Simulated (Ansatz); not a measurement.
# Li: the cost of one run

Computed with Ansatz 0.2.0 (DFT r2SCAN, scalar-relativistic, plane waves, PAW, unless a step's input says otherwise).

### Step 1. The structure to begin with

It takes space group Im-3m (No. 229, cubic). The conventional cell has a = 3.450 Å, b = 3.450 Å, c = 3.450 Å, α = 90.00°, β = 90.00°, γ = 90.00°. Around Li (site symmetry m-3m) lie 8 Li at 2.99 Å.

As a file:

```cif
data_structure
_symmetry_space_group_name_H-M 'Im-3m'
_symmetry_Int_Tables_number 229
_cell_length_a 3.4500
_cell_length_b 3.4500
_cell_length_c 3.4500
_cell_angle_alpha 90.000
_cell_angle_beta 90.000
_cell_angle_gamma 90.000
_cell_volume 41.06
loop_
_atom_site_label
_atom_site_type_symbol
_atom_site_symmetry_multiplicity
_atom_site_Wyckoff_symbol
_atom_site_fract_x
_atom_site_fract_y
_atom_site_fract_z
_atom_site_occupancy
Li1 Li 2 a 0.00000 0.00000 0.00000 1
```

### Step 2. Relaxing cell and atoms: Li, no spin

File input.yaml:

```yaml
crystal:
  lattice:
    - [3.45, 0.0, 0.0]
    - [0.0, 3.45, 0.0]
    - [0.0, 0.0, 3.45]
  atoms:
    - { symbol: Li, position: [0.0, 0.0, 0.0] }
    - { symbol: Li, position: [0.5, 0.5, 0.5] }
scf:
  occupations: { method: methfessel_paxton, width: 0.1 }
output:
  forces: true
  stress: true
  eigenvalues: true
hamiltonian:
  xc: r2scan
kpoints:
  mp_grid: { grid: [20, 20, 20] }
relax:
  f_tol: 0.005
  cell: { stress_tol: 0.02 }
```

Run with:

```console
ansatz run input.yaml --threads 4 --pin off --max-ram 14336MiB --backend cpu --events-out ev --progress --plain --runs-dir out
```

**Question.** How long does this run take on 4 threads of AMD EPYC 9R45 (Zen 5), shared host, and how much memory does it need?

About 5.3 s, with a peak of 0.48 GiB.
